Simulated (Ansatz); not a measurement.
# LaFeSiO: the cost of one run

Program: Ansatz 0.2.0. Level of theory: DFT PBE, scalar-relativistic, plane waves, PAW. These are calculated values, not measurements.

### 1 Starting point

It takes space group P4/nmm (No. 129, tetragonal). Conventional cell: a = 4.118 Å, b = 4.118 Å, c = 8.170 Å, α = 90.00°, β = 90.00°, γ = 90.00°. Around La (site symmetry 4mm) lie 4 O at 2.39 Å. Fe (site symmetry -4m2) has 4 Si at 2.25 Å as nearest neighbours. Si (site symmetry 4mm) is surrounded by 4 Fe at 2.25 Å. O (site symmetry -4m2) has 4 La at 2.39 Å as nearest neighbours.

Structure file:

```cif
data_structure
_symmetry_space_group_name_H-M 'P 1'
_symmetry_Int_Tables_number 1
_cell_length_a 4.1180
_cell_length_b 4.1180
_cell_length_c 8.1698
_cell_angle_alpha 90.000
_cell_angle_beta 90.000
_cell_angle_gamma 90.000
_cell_volume 138.54
loop_
_atom_site_label
_atom_site_type_symbol
_atom_site_fract_x
_atom_site_fract_y
_atom_site_fract_z
_atom_site_occupancy
La1 La 0.50000 0.00000 0.14845 1
La2 La 0.00000 0.50000 0.85155 1
Fe1 Fe 0.00000 0.00000 0.50000 1
Fe2 Fe 0.50000 0.50000 0.50000 1
Si1 Si 0.50000 0.00000 0.61085 1
Si2 Si 0.00000 0.50000 0.38915 1
O1 O 0.00000 0.00000 0.00000 1
O2 O 0.50000 0.50000 0.00000 1
```

This cell comes from an earlier session at PBE: 17.318 Å³/atom at 0.02 GPa, on a 4×4×2 mesh.

### 2 Antiferromagnetic, in the cell as typed

Input file input.yaml:

```yaml
crystal:
  lattice:
    - [4.1179583178, 0.0, 0.0]
    - [0.0, 4.1179583178, 0.0]
    - [0.0, 0.0, 8.1698203724]
  atoms:
    - { symbol: La, position: [0.5, 0.0, 0.1484458373] }
    - { symbol: La, position: [0.0, 0.5, 0.8515541627] }
    - { symbol: Fe, position: [0.0, 0.0, 0.5], spin: 2.5 }
    - { symbol: Fe, position: [0.5, 0.5, 0.5], spin: -2.5 }
    - { symbol: Si, position: [0.5, 0.0, 0.6108511892] }
    - { symbol: Si, position: [0.0, 0.5, 0.3891488108] }
    - { symbol: O, position: [0.0, 0.0, 0.0] }
    - { symbol: O, position: [0.5, 0.5, 0.0] }
basis:
  ecutwfc: 300
  ecutrho_ratio: 4
kpoints:
  mp_grid: { grid: [4, 4, 2] }
hamiltonian:
  xc: pbe
scf:
  occupations: { method: gaussian, width: 0.05 }
  lower_state_search: "off"
output:
  forces: true
  stress: true
  eigenvalues: true
  populations: true
magnetization:
  spin_polarized: true
```

Run with:

```bash
$ ansatz run input.yaml --threads 2 --pin off --max-ram 5120MiB --backend cpu --events-out ev --progress --plain --runs-dir out
```

What time and memory should one allow on 2 threads of Arm Neoverse V1, shared host?

About 12 s, with a peak of 0.4 GiB.
